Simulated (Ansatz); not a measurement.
# BrH7Si2: the cost of one run

Method: RKS PBE0-D4/def2-mTZVP, in Ansatz 0.2.0.

### 1 Starting point

Bond lengths: Si1–Si2 2.602 Å, Si1–H3 1.451 Å, Si1–H4 1.497 Å, Si1–H5 1.452 Å, Si1–H6 1.625 Å, Si1–Br7 2.704 Å, Si2–H8 1.452 Å, Si2–H9 1.454 Å, Si2–H10 1.457 Å. Angles (14 of 21 angles, heavy atoms first): Si2–Si1–Br7 92.0°, Si1–Si2–H8 92.9°, Si1–Si2–H9 98.5°, Si1–Si2–H10 132.1°, Si2–Si1–H3 107.3°, Si2–Si1–H4 83.0°, Si2–Si1–H5 122.9°, Si2–Si1–H6 45.7°, H3–Si1–Br7 81.6°, H4–Si1–Br7 174.8°, H5–Si1–Br7 81.1°, H6–Si1–Br7 47.3°, H8–Si2–H9 112.4°, H8–Si2–H10 109.0°.

Structure file:

```xyz
10

Si   -0.6879    0.9100   -0.3353
Si    0.4550   -1.1735    0.7237
H    -1.3138    0.4782   -1.5710
H    -1.7599    0.6033    0.6632
H    -0.3599    2.2707    0.0496
H     0.8033    0.2691   -0.4152
Br    1.4003    1.3251   -2.0030
H    -0.1880   -0.9655    2.0092
H    -0.2036   -2.2023   -0.0643
H     1.8544   -1.5152    0.9431
```

### 2 A restrained relaxation towards end A

Springs on the bonds that form and break draw the guess towards this end; the thresholds are loose.

input.yaml

```yaml
crystal:
  periodic: [false, false, false]
  atoms:
    - { symbol: Si, position_ang: [-0.6879, 0.91, -0.3353] }
    - { symbol: Si, position_ang: [0.455, -1.1735, 0.7237] }
    - { symbol: H, position_ang: [-1.3138, 0.4782, -1.571] }
    - { symbol: H, position_ang: [-1.7599, 0.6033, 0.6632] }
    - { symbol: H, position_ang: [-0.3599, 2.2707, 0.0496] }
    - { symbol: H, position_ang: [0.8033, 0.2691, -0.4152] }
    - { symbol: Br, position_ang: [1.4003, 1.3251, -2.003] }
    - { symbol: H, position_ang: [-0.188, -0.9655, 2.0092] }
    - { symbol: H, position_ang: [-0.2036, -2.2023, -0.0643] }
    - { symbol: H, position_ang: [1.8544, -1.5152, 0.9431] }
basis:
  gaussian: { orbitals: def2-mTZVP }
hamiltonian:
  xc: pbe0
  dispersion: d4
relax:
  f_tol: 0.15
  max_steps: 25
  restrain:
    - { distance: [0, 6], at: 3.61, k: 30.0 }
    - { distance: [5, 1], at: 2.72, k: 30.0 }
    - { distance: [0, 1], at: 2.22, k: 30.0 }
    - { distance: [5, 6], at: 1.51, k: 30.0 }
```

Command:

```sh
$ ansatz run input.yaml --threads 2 --pin off --max-ram 3072MiB --backend cpu --events-out ev --progress --plain --runs-dir out
```

**Question.** How long does this run take on 2 threads of Intel Xeon Platinum 8488C (Sapphire Rapids), shared host, and how much memory does it need?

About 27 s, with a peak of 0.25 GiB.
